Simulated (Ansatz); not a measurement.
# CH4F2OSi: rotation by 120° about the Si2–C3 bond

How high is the barrier for the rotation by 120° about the Si2–C3 bond? Relax the two ends, then run a nudged elastic band between them. SMILES of the start: O[SiH2]C(F)F.

Program: Ansatz 0.2.0. Level of theory: RKS PBE0/6-31G. These are calculated values, not measurements.

## 1. The structure to begin with

Bond lengths: O1–Si2 1.618 Å, Si2–C3 1.825 Å, C3–F4 1.409 Å, C3–F5 1.392 Å, O1–H6 0.963 Å, Si2–H7 1.471 Å, Si2–H8 1.471 Å, C3–H9 1.073 Å. Angles: O1–Si2–C3 114.7°, O1–Si2–H7 109.2°, O1–Si2–H8 105.5°, C3–Si2–H7 109.4°, C3–Si2–H8 110.3°, H7–Si2–H8 107.5°, Si2–O1–H6 121.0°, Si2–C3–F4 113.0°, Si2–C3–F5 110.9°, Si2–C3–H9 116.6°, F4–C3–F5 102.2°, F4–C3–H9 104.3°, F5–C3–H9 108.7°.

Structure file:

```xyz
9

O    -1.7507    0.2854    0.6130
Si   -0.5723   -0.4830   -0.1853
C     0.9977    0.4400   -0.2999
F     1.4967    0.8343    0.9572
F     2.0192   -0.3754   -0.7799
H    -1.6718    0.4712    1.5545
H    -1.0432   -0.8162   -1.5381
H    -0.3694   -1.7487    0.5364
H     0.9824    1.3462   -0.8750
```

## 2. Relaxing end A

The input, input.yaml:

```yaml
crystal:
  periodic: [false, false, false]
  atoms:
    - { symbol: O, position_ang: [-1.7507, 0.2854, 0.613] }
    - { symbol: Si, position_ang: [-0.5723, -0.483, -0.1853] }
    - { symbol: C, position_ang: [0.9977, 0.44, -0.2999] }
    - { symbol: F, position_ang: [1.4967, 0.8343, 0.9572] }
    - { symbol: F, position_ang: [2.0192, -0.3754, -0.7799] }
    - { symbol: H, position_ang: [-1.6718, 0.4712, 1.5545] }
    - { symbol: H, position_ang: [-1.0432, -0.8162, -1.5381] }
    - { symbol: H, position_ang: [-0.3694, -1.7487, 0.5364] }
    - { symbol: H, position_ang: [0.9824, 1.3462, -0.875] }
basis:
  gaussian: { orbitals: "6-31G" }
hamiltonian:
  xc: pbe0
relax:
  f_tol: 0.015
  max_steps: 40
```

Started as:

```console
$ ansatz run input.yaml --threads 1 --pin off --max-ram 2048MiB --backend cpu --events-out ev --progress --plain --runs-dir out
```

The program printed, cut to the lines that bear on the results:

```text
Warning: RAYON_NUM_THREADS=1 ignored (pool sized by the plan → 1); use --threads N
[...]
Functional definition: PBE0
[...]
700 factors; integrals over basis functions are off by at most 1.5e-4 eV
[...]
mean field -16444.61836185 eV, -604.3285782354 hartree, gradient 3.4e-5 eV, S^2 0.000000; 0 other end points of the search recorded, 0 dependent functions left out
[...]
reference -16444.61838369 eV, -604.3285790377 hartree; 25, 25 occupied and 32, 32 virtual orbitals, 700 factors
relax step   1: F+E_penalty+E_count = -16444.61836185 eV  Δ(F+E_penalty+E_count) = +0.000e0 eV  max|allowed force component| = 3.169e0 eV/Å  Δτ_max = 0.0000 Å  (24 SCF iters, accepted)
[...]
relax step   7: F+E_penalty+E_count = -16445.11268215 eV  Δ(F+E_penalty+E_count) = -4.535e-4 eV  max|allowed force component| = 1.777e-2 eV/Å  Δτ_max = 0.0156 Å  (29 SCF iters, accepted)
[...]
relax step   8: F+E_penalty+E_count = -16445.11272202 eV  Δ(F+E_penalty+E_count) = -3.987e-5 eV  max|allowed force component| = 8.594e-3 eV/Å  Δτ_max = 0.0059 Å  (22 SCF iters, accepted)
700 factors; integrals over basis functions are off by at most 1.6e-4 eV
[...]
mean field -16445.11272202 eV, -604.3467456363 hartree, gradient 1.6e-5 eV, S^2 0.000000; 1 other end points of the search recorded, 0 dependent functions left out
[...]
reference -16445.11274421 eV, -604.3467464521 hartree; 25, 25 occupied and 32, 32 virtual orbitals, 700 factors
Total energy: -16445.11274421 eV, -604.3467464521 hartree
Atom 0 at    -1.809459     0.374230     0.587730 Å, force     0.004423    -0.000445     0.004193 eV/Å
Atom 1 at    -0.582177    -0.568322    -0.162512 Å, force    -0.007208     0.008594    -0.006810 eV/Å
Atom 2 at     1.055204     0.458204    -0.291776 Å, force     0.004272     0.003638    -0.001202 eV/Å
Atom 3 at     1.534063     0.716710     1.014438 Å, force    -0.002690    -0.000063     0.003364 eV/Å
Atom 4 at     2.009183    -0.349688    -0.951142 Å, force    -0.002377    -0.003473    -0.002902 eV/Å
Atom 5 at    -1.831304     0.568035     1.535076 Å, force    -0.001209    -0.000171    -0.002270 eV/Å
Atom 6 at    -1.076413    -0.856143    -1.540635 Å, force     0.002571    -0.000918    -0.001607 eV/Å
Atom 7 at    -0.220080    -1.804469     0.607334 Å, force     0.004343    -0.005079     0.005701 eV/Å
Atom 8 at     1.009583     1.415243    -0.815613 Å, force    -0.002125    -0.002084     0.001533 eV/Å
Dipole moment:    -0.213188     0.026451     0.088026 e Å
```

Run time: 27 s. Hardware: 1 thread of Arm Neoverse V1, shared host; peak memory 0.15 GiB.

The steps of the relaxation:

| step | energy from step 1 (eV) | largest force component (eV/Å) |
| --- | --- | --- |
| 1 | 0.0000 | 3.1690 |
| 2 | -0.4048 | 1.5336 |
| 3 | -0.4907 | 0.1636 |
| 4 | -0.4932 | 0.0360 |
| 5 | -0.4938 | 0.0368 |
| 6 | -0.4939 | 0.0761 |
| 7 | -0.4943 | 0.0178 |
| 8 | -0.4944 | 0.0086 |

Step 1 is the start.

After: Bond lengths: O1–Si2 1.720 Å, Si2–C3 1.937 Å, C3–F4 1.415 Å, C3–F5 1.413 Å, O1–H6 0.967 Å, Si2–H7 1.492 Å, Si2–H8 1.501 Å, C3–H9 1.092 Å. Angles: O1–Si2–C3 110.0°, O1–Si2–H7 105.8°, O1–Si2–H8 113.6°, C3–Si2–H7 108.7°, C3–Si2–H8 105.5°, H7–Si2–H8 113.3°, Si2–O1–H6 123.6°, Si2–C3–F4 108.7°, Si2–C3–F5 107.4°, Si2–C3–H9 117.5°, F4–C3–F5 107.9°, F4–C3–H9 107.3°, F5–C3–H9 107.8°.

## 3. Relaxing end B

The second end starts from a geometry with the move made by hand.

The input, input.yaml:

```yaml
crystal:
  periodic: [false, false, false]
  atoms:
    - { symbol: O, position_ang: [-1.7507, 0.2854, 0.613] }
    - { symbol: Si, position_ang: [-0.5723, -0.483, -0.1853] }
    - { symbol: C, position_ang: [0.9977, 0.44, -0.2999] }
    - { symbol: F, position_ang: [2.02986, -0.3038, -0.90503] }
    - { symbol: F, position_ang: [0.87319, 1.52654, -1.16168] }
    - { symbol: H, position_ang: [-1.6718, 0.4712, 1.5545] }
    - { symbol: H, position_ang: [-1.0432, -0.8162, -1.5381] }
    - { symbol: H, position_ang: [-0.3694, -1.7487, 0.5364] }
    - { symbol: H, position_ang: [1.42387, 0.78141, 0.62422] }
basis:
  gaussian: { orbitals: "6-31G" }
hamiltonian:
  xc: pbe0
relax:
  f_tol: 0.015
  max_steps: 40
```

Started as:

```console
$ ansatz run input.yaml --threads 1 --pin off --max-ram 2048MiB --backend cpu --events-out ev --progress --plain --runs-dir out
```

The program printed, cut to the lines that bear on the results:

```text
Warning: RAYON_NUM_THREADS=1 ignored (pool sized by the plan → 1); use --threads N
[...]
[... 1 set-up line as earlier in the session ...]
[...]
700 factors; integrals over basis functions are off by at most 1.5e-4 eV
[...]
mean field -16444.54082709 eV, -604.3257288854 hartree, gradient 3.1e-5 eV, S^2 0.000000; 0 other end points of the search recorded, 0 dependent functions left out
[...]
reference -16444.54084922 eV, -604.3257296986 hartree; 25, 25 occupied and 32, 32 virtual orbitals, 700 factors
relax step   1: F+E_penalty+E_count = -16444.54082709 eV  Δ(F+E_penalty+E_count) = +0.000e0 eV  max|allowed force component| = 3.149e0 eV/Å  Δτ_max = 0.0000 Å  (25 SCF iters, accepted)
[...]
relax step   6: F+E_penalty+E_count = -16445.04267856 eV  Δ(F+E_penalty+E_count) = -1.192e-4 eV  max|allowed force component| = 2.154e-2 eV/Å  Δτ_max = 0.0162 Å  (24 SCF iters, accepted)
[...]
Total energy: -16445.04273467 eV, -604.3441736490 hartree
Atom 0 at    -1.810430     0.355825     0.632498 Å, force     0.002519     0.002292     0.007305 eV/Å
Atom 1 at    -0.583546    -0.537930    -0.172894 Å, force    -0.000524     0.000074    -0.001826 eV/Å
Atom 2 at     1.071220     0.464391    -0.316831 Å, force     0.005496    -0.007236     0.001728 eV/Å
Atom 3 at     1.996334    -0.411241    -0.939132 Å, force    -0.000929     0.004102     0.001880 eV/Å
Atom 4 at     0.895195     1.577426    -1.159893 Å, force    -0.001237     0.003758    -0.002861 eV/Å
Atom 5 at    -1.884948     0.458139     1.590363 Å, force    -0.002179    -0.000796    -0.004742 eV/Å
Atom 6 at    -1.068211    -0.772062    -1.560803 Å, force    -0.000289    -0.000565    -0.000666 eV/Å
Atom 7 at    -0.231218    -1.805432     0.558547 Å, force    -0.001002    -0.001391     0.000971 eV/Å
Atom 8 at     1.532824     0.823733     0.606256 Å, force    -0.001855    -0.000239    -0.001790 eV/Å
Dipole moment:    -0.044512    -0.217133     0.683849 e Å
```

Run time: 24 s. Hardware: 1 thread of Arm Neoverse V1, shared host; peak memory 0.15 GiB.

Relaxation path:

| step | energy from step 1 (eV) | largest force component (eV/Å) |
| --- | --- | --- |
| 1 | 0.0000 | 3.1494 |
| 2 | -0.4093 | 1.5635 |
| 3 | -0.4991 | 0.2644 |
| 4 | -0.5015 | 0.0399 |
| 5 | -0.5017 | 0.0161 |
| 6 | -0.5019 | 0.0215 |
| 7 | -0.5019 | 0.0073 |

Step 1 is the start.

After: Bond lengths: O1–Si2 1.718 Å, Si2–C3 1.940 Å, C3–F4 1.418 Å, C3–F5 1.407 Å, O1–H6 0.966 Å, Si2–H7 1.489 Å, Si2–H8 1.505 Å, C3–H9 1.093 Å. Angles: O1–Si2–C3 112.0°, O1–Si2–H7 106.6°, O1–Si2–H8 112.2°, C3–Si2–H7 106.8°, C3–Si2–H8 105.8°, H7–Si2–H8 113.4°, Si2–O1–H6 125.1°, Si2–C3–F4 105.7°, Si2–C3–F5 110.3°, Si2–C3–H9 117.9°, F4–C3–F5 107.9°, F4–C3–H9 107.4°, F5–C3–H9 107.4°.

## 4. The band

crystal.atoms is end A as relaxed above, and neb.final_atoms is end B, turned to lie on A. With 5 inner images the band has 7 in all.

The input, input.yaml:

```yaml
crystal:
  periodic: [false, false, false]
  atoms:
    - { symbol: O, position_ang: [-1.809459, 0.37423, 0.58773] }
    - { symbol: Si, position_ang: [-0.582177, -0.568322, -0.162512] }
    - { symbol: C, position_ang: [1.055204, 0.458204, -0.291776] }
    - { symbol: F, position_ang: [1.534063, 0.71671, 1.014438] }
    - { symbol: F, position_ang: [2.009183, -0.349688, -0.951142] }
    - { symbol: H, position_ang: [-1.831304, 0.568035, 1.535076] }
    - { symbol: H, position_ang: [-1.076413, -0.856143, -1.540635] }
    - { symbol: H, position_ang: [-0.22008, -1.804469, 0.607334] }
    - { symbol: H, position_ang: [1.009583, 1.415243, -0.815613] }
basis:
  gaussian: { orbitals: "6-31G" }
hamiltonian:
  xc: pbe0
neb:
  order_check: false
  images: 5
  f_tol: 0.03
  max_iterations: 60
  initial_path: idpp
  final_atoms:
    - { symbol: O, position_ang: [-1.91391739, 0.38269786, 0.1473853] }
    - { symbol: Si, position_ang: [-0.51611269, -0.61103989, 0.04096199] }
    - { symbol: C, position_ang: [1.10311125, 0.43283484, -0.187194] }
    - { symbol: F, position_ang: [2.16557326, -0.50573447, -0.19657293] }
    - { symbol: F, position_ang: [1.09116838, 1.08470198, -1.43439561] }
    - { symbol: H, position_ang: [-2.20258839, 0.85198805, 0.94108689] }
    - { symbol: H, position_ang: [-0.67319855, -1.43753154, -1.18714424] }
    - { symbol: H, position_ang: [-0.30356094, -1.42770245, 1.28739141] }
    - { symbol: H, position_ang: [1.33812506, 1.18358561, 0.57138119] }
```

Started as:

```console
$ ansatz run input.yaml --threads 1 --pin off --max-ram 2048MiB --backend cpu --events-out ev --progress --plain --runs-dir out
```

The program printed, cut to the lines that bear on the results:

```text
Warning: RAYON_NUM_THREADS=1 ignored (pool sized by the plan → 1); use --threads N
[...]
[... 1 set-up line as earlier in the session ...]
[...]
700 factors; integrals over basis functions are off by at most 1.6e-4 eV
[...]
mean field -16445.11273046 eV, -604.3467459467 hartree, gradient 4.4e-5 eV, S^2 0.000000; 0 other end points of the search recorded, 0 dependent functions left out
[...]
reference -16445.11275259 eV, -604.3467467598 hartree; 25, 25 occupied and 32, 32 virtual orbitals, 700 factors
700 factors; integrals over basis functions are off by at most 1.5e-4 eV
[...]
mean field -16445.04275877 eV, -604.3441745344 hartree, gradient 1.2e-5 eV, S^2 0.000000; 0 other end points of the search recorded, 0 dependent functions left out
[...]
reference -16445.04278093 eV, -604.3441753490 hartree; 25, 25 occupied and 32, 32 virtual orbitals, 700 factors
[...]
700 factors; integrals over basis functions are off by at most 1.5e-4 eV
[...]
mean field -16445.01469905 eV, -604.3431433588 hartree, gradient 1.2e-5 eV, S^2 0.000000; 0 other end points of the search recorded, 0 dependent functions left out
[...]
reference -16445.01472117 eV, -604.3431441718 hartree; 25, 25 occupied and 32, 32 virtual orbitals, 700 factors
NEB iter   1: max|band force component| = 1.159e0 eV/Å  barrier→ = 0.1526 eV  barrier← = 0.0827 eV  Δτ_max = 0.0806 Å  (170 SCF iters)
[...]
NEB iter   2: max|band force component| = 2.331e-1 eV/Å  barrier→ = 0.1108 eV  barrier← = 0.0409 eV  CI = image 4  Δτ_max = 0.0821 Å  (143 SCF iters)
[...]
NEB iter   3: max|band force component| = 8.715e-2 eV/Å  barrier→ = 0.1117 eV  barrier← = 0.0417 eV  CI = image 4  Δτ_max = 0.0387 Å  (141 SCF iters)
[...]
700 factors; integrals over basis functions are off by at most 1.5e-4 eV
mean field -16445.09565145 eV, -604.3461183045 hartree, gradient 1.9e-5 eV, S^2 0.000000; 0 other end points of the search recorded, 0 dependent functions left out
[...]
```

## 5. The log goes on: band between the two ends

The log, continued, cut to the lines that bear on the results:

```text
reference -16445.09567352 eV, -604.3461191158 hartree; 25, 25 occupied and 32, 32 virtual orbitals, 700 factors
[...]
700 factors; integrals over basis functions are off by at most 1.5e-4 eV
mean field -16445.05411146 eV, -604.3445917382 hartree, gradient 1.9e-5 eV, S^2 0.000000; 0 other end points of the search recorded, 0 dependent functions left out
[...]
reference -16445.05413352 eV, -604.3445925489 hartree; 25, 25 occupied and 32, 32 virtual orbitals, 700 factors
[...]
700 factors; integrals over basis functions are off by at most 1.5e-4 eV
mean field -16445.01503631 eV, -604.3431557528 hartree, gradient 1.9e-5 eV, S^2 0.000000; 0 other end points of the search recorded, 0 dependent functions left out
[...]
reference -16445.01505816 eV, -604.3431565560 hartree; 25, 25 occupied and 32, 32 virtual orbitals, 700 factors
[...]
Total energy: -16445.00239726 eV, -604.3426912762 hartree
Atom 0 at    -1.863756     0.500511     0.019576 Å, force     0.011993    -0.007022     0.004736 eV/Å
Atom 1 at    -0.538269    -0.597423    -0.046004 Å, force     0.010367     0.003282     0.013645 eV/Å
Atom 2 at     1.124267     0.415723    -0.140976 Å, force    -0.019655     0.007736    -0.014004 eV/Å
Atom 3 at     2.026635    -0.078970     0.826136 Å, force     0.000267    -0.002931     0.011963 eV/Å
Atom 4 at     1.719022     0.228853    -1.405552 Å, force     0.005330    -0.000636    -0.010519 eV/Å
Atom 5 at    -2.258026     0.831647     0.837156 Å, force    -0.008957     0.003508    -0.003591 eV/Å
Atom 6 at    -0.683374    -1.378375    -1.308014 Å, force    -0.001359     0.004100    -0.000359 eV/Å
Atom 7 at    -0.461441    -1.460934     1.182690 Å, force    -0.002517    -0.002470    -0.004022 eV/Å
Atom 8 at     1.023542     1.492768     0.017888 Å, force     0.004530    -0.005566     0.002151 eV/Å
Dipole moment:    -0.383898     0.087568     0.437174 e Å
this run last wrote the band of iteration 6 to <dir>
```

Run time: 92 s. Hardware: 1 thread of Arm Neoverse V1, shared host; peak memory 0.13 GiB.

## 6. What the band shows

The 5 inner images lie between the fixed ends 0 and 6. Energy is taken from image 0, and the path length is the program's own coordinate along the band.

| image | path (Å) | energy (eV) | dihedral O1–Si2–C3–F5 (°) | band force (eV/Å) |
| --- | --- | --- | --- | --- |
| 0 | 0.000 | 0.0000 | -178 | - |
| 1 | 0.513 | 0.0160 | -162 | 0.009 |
| 2 | 1.027 | 0.0557 | -145 | 0.011 |
| 3 | 1.540 | 0.0945 | -128 | 0.020 |
| 4* | 2.053 | 0.1104 | -112 | 0.020 |
| 5 | 2.782 | 0.0899 | -89 | 0.016 |
| 6 | 3.511 | 0.0700 | -66 | - |

The star marks the climbing image.

image, energy (eV) and a bar:
```
        0      0.000 
        1      0.016 ####
        2      0.056 ###############
        3      0.095 ##########################
        4      0.110 ##############################
        5      0.090 ########################
        6      0.070 ###################
```

The top of the band by iteration:

| iteration | highest image above image 0 (eV) | largest band force (eV/Å) |
| --- | --- | --- |
| 1 | 0.1526 | 1.159 |
| 2 | 0.1108 | 0.233 |
| 3 | 0.1117 | 0.087 |
| 4 | 0.1112 | 0.041 |
| 5 | 0.1107 | 0.030 |
| 6 | 0.1104 | 0.020 |

Positions of all images (Å):

```xyz
9
image=0 dE=0.0000
O    -1.809    0.374    0.588
Si   -0.582   -0.568   -0.163
C     1.055    0.458   -0.292
F     1.534    0.717    1.014
F     2.009   -0.350   -0.951
H    -1.831    0.568    1.535
H    -1.076   -0.856   -1.541
H    -0.220   -1.804    0.607
H     1.010    1.415   -0.816
9
image=1 dE=0.0160
O    -1.834    0.432    0.449
Si   -0.567   -0.574   -0.135
C     1.076    0.448   -0.257
F     1.679    0.510    1.020
F     1.957   -0.251   -1.113
H    -1.979    0.639    1.382
H    -0.972   -0.988   -1.509
H    -0.263   -1.734    0.770
H     0.991    1.472   -0.625
9
image=2 dE=0.0557
O    -1.848    0.472    0.308
Si   -0.554   -0.586   -0.106
C     1.095    0.436   -0.220
F     1.811    0.307    0.991
F     1.896   -0.109   -1.246
H    -2.094    0.710    1.211
H    -0.874   -1.123   -1.460
H    -0.323   -1.658    0.921
H     0.978    1.505   -0.416
9
image=3 dE=0.0945
O    -1.857    0.495    0.165
Si   -0.545   -0.595   -0.076
C     1.112    0.426   -0.181
F     1.931    0.111    0.925
F     1.817    0.055   -1.345
H    -2.186    0.773    1.029
H    -0.778   -1.255   -1.393
H    -0.391   -1.568    1.059
H     0.987    1.512   -0.200
9
image=4 dE=0.1104
O    -1.864    0.501    0.020
Si   -0.538   -0.597   -0.046
C     1.124    0.416   -0.141
F     2.027   -0.079    0.826
F     1.719    0.229   -1.406
H    -2.258    0.832    0.837
H    -0.683   -1.378   -1.308
H    -0.461   -1.461    1.183
H     1.024    1.493    0.018
9
image=5 dE=0.0899
O    -1.875    0.466   -0.165
Si   -0.532   -0.597    0.003
C     1.131    0.407   -0.092
F     2.115   -0.323    0.614
F     1.553    0.502   -1.433
H    -2.317    0.907    0.572
H    -0.557   -1.527   -1.161
H    -0.541   -1.303    1.331
H     1.113    1.421    0.315
9
image=6 dE=0.0700
O    -1.909    0.424   -0.092
Si   -0.533   -0.596    0.046
C     1.127    0.396   -0.116
F     2.161   -0.554    0.079
F     1.258    0.917   -1.416
H    -2.265    0.976    0.617
H    -0.585   -1.541   -1.103
H    -0.468   -1.284    1.383
H     1.302    1.216    0.584
```

## 7. Vibrations at the top

The geometry is the highest inner image of the first converged band.

The input, input.yaml:

```yaml
crystal:
  periodic: [false, false, false]
  atoms:
    - { symbol: O, position_ang: [-1.863756, 0.500511, 0.019576] }
    - { symbol: Si, position_ang: [-0.538269, -0.597423, -0.046004] }
    - { symbol: C, position_ang: [1.124267, 0.415723, -0.140976] }
    - { symbol: F, position_ang: [2.026635, -0.07897, 0.826136] }
    - { symbol: F, position_ang: [1.719022, 0.228853, -1.405552] }
    - { symbol: H, position_ang: [-2.258026, 0.831647, 0.837156] }
    - { symbol: H, position_ang: [-0.683374, -1.378375, -1.308014] }
    - { symbol: H, position_ang: [-0.461441, -1.460934, 1.18269] }
    - { symbol: H, position_ang: [1.023542, 1.492768, 0.017888] }
basis:
  gaussian: { orbitals: "6-31G" }
hamiltonian:
  xc: pbe0
phonons: {}
```

Started as:

```console
$ ansatz run input.yaml --threads 1 --pin off --max-ram 2048MiB --backend cpu --events-out ev --progress --plain --runs-dir out
```

The program printed, cut to the lines that bear on the results:

```text
Warning: RAYON_NUM_THREADS=1 ignored (pool sized by the plan → 1); use --threads N
[...]
[... 1 set-up line as earlier in the session ...]
[...]
702 factors; integrals over basis functions are off by at most 1.5e-4 eV
[...]
mean field -16445.00237020 eV, -604.3426902819 hartree, gradient 1.4e-5 eV, S^2 0.000000; 0 other end points of the search recorded, 0 dependent functions left out
[...]
reference -16445.00239218 eV, -604.3426910895 hartree; 25, 25 occupied and 32, 32 virtual orbitals, 702 factors
[...]
702 factors; integrals over basis functions are off by at most 1.5e-4 eV
[...]
mean field -16445.00232154 eV, -604.3426884938 hartree, gradient 1.8e-6 eV, S^2 0.000000; 0 other end points of the search recorded, 0 dependent functions left out
[...]
reference -16445.00234352 eV, -604.3426893013 hartree; 25, 25 occupied and 32, 32 virtual orbitals, 702 factors
[...]
702 factors; integrals over basis functions are off by at most 1.5e-4 eV
[...]
WARN: phonons: modes at or below zero, which the zero-point energy, F, S and C_V leave out: 1, the lowest at -66.53 cm⁻¹. A minimum has none, and a first-order saddle one
[...]
Total energy: -16445.00239218 eV, -604.3426910895 hartree
Atom 0 at    -1.863756     0.500511     0.019576 Å, force     0.012021    -0.007082     0.004617 eV/Å
Atom 1 at    -0.538269    -0.597423    -0.046004 Å, force     0.010349     0.003315     0.013614 eV/Å
Atom 2 at     1.124267     0.415723    -0.140976 Å, force    -0.019678     0.007761    -0.013903 eV/Å
Atom 3 at     2.026635    -0.078970     0.826136 Å, force     0.000275    -0.002943     0.011945 eV/Å
Atom 4 at     1.719022     0.228853    -1.405552 Å, force     0.005367    -0.000604    -0.010546 eV/Å
Atom 5 at    -2.258026     0.831647     0.837156 Å, force    -0.008957     0.003505    -0.003534 eV/Å
Atom 6 at    -0.683374    -1.378375    -1.308014 Å, force    -0.001436     0.004118    -0.000316 eV/Å
Atom 7 at    -0.461441    -1.460934     1.182690 Å, force    -0.002491    -0.002471    -0.004003 eV/Å
Atom 8 at     1.023542     1.492768     0.017888 Å, force     0.004549    -0.005599     0.002123 eV/Å
Dipole moment:    -0.383897     0.087571     0.437168 e Å
Vibrations: -66.53 151.57 204.95 237.72 316.62 497.64 562.83 667.95 704.97 735.22 843.24 893.64 942.65 1051.91 1072.23 1310.15 1348.84 2192.10 2261.74 3130.83 3843.00 cm⁻¹, zero-point energy 1.423945 eV
```

It took 98 s on 1 thread of Arm Neoverse V1, shared host; peak memory 0.12 GiB.

Of 21 modes, 1 is imaginary by more than 30 cm⁻¹ (67i cm⁻¹).

## 8. Outcome

| quantity | value |
| --- | --- |
| end A | 7 moves, 0.494 eV lower |
| end B | 6 moves, 0.502 eV lower |
| barrier forwards | 0.110 eV |
| barrier backwards | 0.040 eV |
| second end relative to first | +0.070 eV |
| highest image | 4 of 0 to 6, climbing |
| band iterations | 6 |
| imaginary modes at the top | 67i cm⁻¹ |

The top lies 0.11 eV above the first end, or 4 kT at room temperature, which at an assumed attempt frequency of 10^13 s⁻¹ means a rate near 10^11 s⁻¹. Going back costs 0.040 eV, since the second end is 0.070 eV above the first. The listed dihedral goes from -178° at end A through -112° at the highest image to -66° at end B. One imaginary mode, as a first-order saddle point has. These are electronic energies, with no zero-point or thermal terms. The basis is very small, so the numbers are rough.
